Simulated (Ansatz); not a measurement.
**C₂H₇B₂N: up Jacob's ladder to CCSD(T)**

One table from this session's results is given with a row withheld; the runs are named, their logs left out.

Method: functionals in def2-TZVPP, the program's frozen cores in correlated methods; program: Ansatz 0.2.0, Gaussian basis.

The runs, in order: LDA (SPW92), PBE-D4, revPBE-D4, BLYP-D4, r2SCAN-D4, B97M-V, PBE0-D4, B3LYP-D4, r2SCANh-D4, r2SCAN0-D4, HSE06-D4, BHLYP-D4, CAM-B3LYP-D4, LC-ωPBE, ωB97X-V, ωB97M-V, B2PLYP, PBE-QIDH; CCSD(T)/def2-SVP; CCSD(T)/def2-TZVPP; MP2/def2-QZVPP; extrapolation to the limit; RPA on PBE.

## The geometry

The geometry comes from an earlier relaxation with PBE0-D4 in a triple-zeta def2 set; it is a stationary point, not always the lowest conformer.

SMILES `BC1BNC1`, 12 atoms, charge 0, spin multiplicity 1.

Atoms are counted from 1 here; the program's logs count them from 0.

Bond lengths: B1–C2 1.514 Å, B1–H6 1.202 Å, B1–H7 1.198 Å, C2–B3 1.641 Å, C2–C5 1.544 Å, C2–H8 1.092 Å, B3–N4 1.385 Å, B3–H9 1.191 Å, N4–C5 1.456 Å, N4–H10 1.006 Å, C5–H11 1.094 Å, C5–H12 1.094 Å. Angles: C2–B1–H6 120.3°, C2–B1–H7 120.7°, H6–B1–H7 118.8°, B1–C2–B3 101.5°, B1–C2–C5 120.8°, B1–C2–H8 117.4°, B3–C2–C5 82.1°, B3–C2–H8 110.8°, C5–C2–H8 115.8°, C2–B3–N4 90.8°, C2–B3–H9 137.5°, N4–B3–H9 131.8°, B3–N4–C5 94.9°, B3–N4–H10 137.9°, C5–N4–H10 127.2°, C2–C5–N4 92.2°, C2–C5–H11 113.2°, C2–C5–H12 114.6° and more.

The first run:

in.yaml reads:

```yaml
crystal:
  periodic: [false, false, false]
  atoms:
    - {symbol: B, position_ang: [-1.229013, -0.903374, 0.807210]}
    - {symbol: C, position_ang: [-0.692149, 0.302039, 0.065126]}
    - {symbol: B, position_ang: [0.758104, 0.520744, 0.800767]}
    - {symbol: N, position_ang: [1.419021, 0.319196, -0.400083]}
    - {symbol: C, position_ang: [0.204556, 0.128878, -1.179774]}
    - {symbol: H, position_ang: [-0.815831, -2.003668, 0.556770]}
    - {symbol: H, position_ang: [-1.995142, -0.768505, 1.718785]}
    - {symbol: H, position_ang: [-1.286240, 1.217433, 0.098540]}
    - {symbol: H, position_ang: [1.158838, 0.765254, 1.895737]}
    - {symbol: H, position_ang: [2.366173, 0.314245, -0.739438]}
    - {symbol: H, position_ang: [0.050490, 0.906920, -1.933609]}
    - {symbol: H, position_ang: [0.138093, -0.854264, -1.655932]}
basis:
  gaussian: {orbitals: def2-TZVPP}
hamiltonian: {xc: lda}
output: {orbitals: {seedname: orbitals}}
```

Run with:

```
$ ansatz run in.yaml --threads 4 --pin off --events-out ev --progress --plain --max-ram 10444MiB
```

Among the steps run: LDA; PBE-D4 (GGA); revPBE-D4 (GGA); BLYP-D4 (GGA); r2SCAN-D4 (meta-GGA); B97M-V (meta-GGA); B3LYP-D4 (hybrid); r2SCANh-D4 (hybrid); r2SCAN0-D4 (hybrid); HSE06-D4 (hybrid); BHLYP-D4 (hybrid); CAM-B3LYP-D4 (range-separated); LC-ωPBE (range-separated); ωB97X-V (range-separated); ωB97M-V (range-separated); B2PLYP (double hybrid); PBE-QIDH (double hybrid).

One table of the session follows, with a row left open; its other results are not shown here.

It belongs to the step «Orbital energies across the functionals». 

```
  functional  HOMO (eV)  gap (eV)
 LDA (SPW92)      -6.99      4.72
      PBE-D4      -6.84      4.83
   revPBE-D4      -6.77      4.87
     BLYP-D4      -6.69      4.84
   r2SCAN-D4      -7.03      5.34
      B97M-V      -7.11      5.35
     PBE0-D4      -8.08      7.02
    B3LYP-D4      -7.85      6.58
  r2SCANh-D4      -7.50      6.15
  r2SCAN0-D4      -8.23      7.36
    HSE06-D4      -7.68      6.24
    BHLYP-D4      -9.23      9.18
CAM-B3LYP-D4      -9.46      9.48
     LC-ωPBE     -10.86     12.04
     ωB97X-V          ?         ?
     ωB97M-V     -10.40     11.24
```

Q: Estimate the row for ωB97X-V from the others.

As computed: HOMO (eV): -10.48; gap (eV): 11.56. In the column «HOMO (eV)» it lies between LC-ωPBE (-10.86) and ωB97M-V (-10.40).
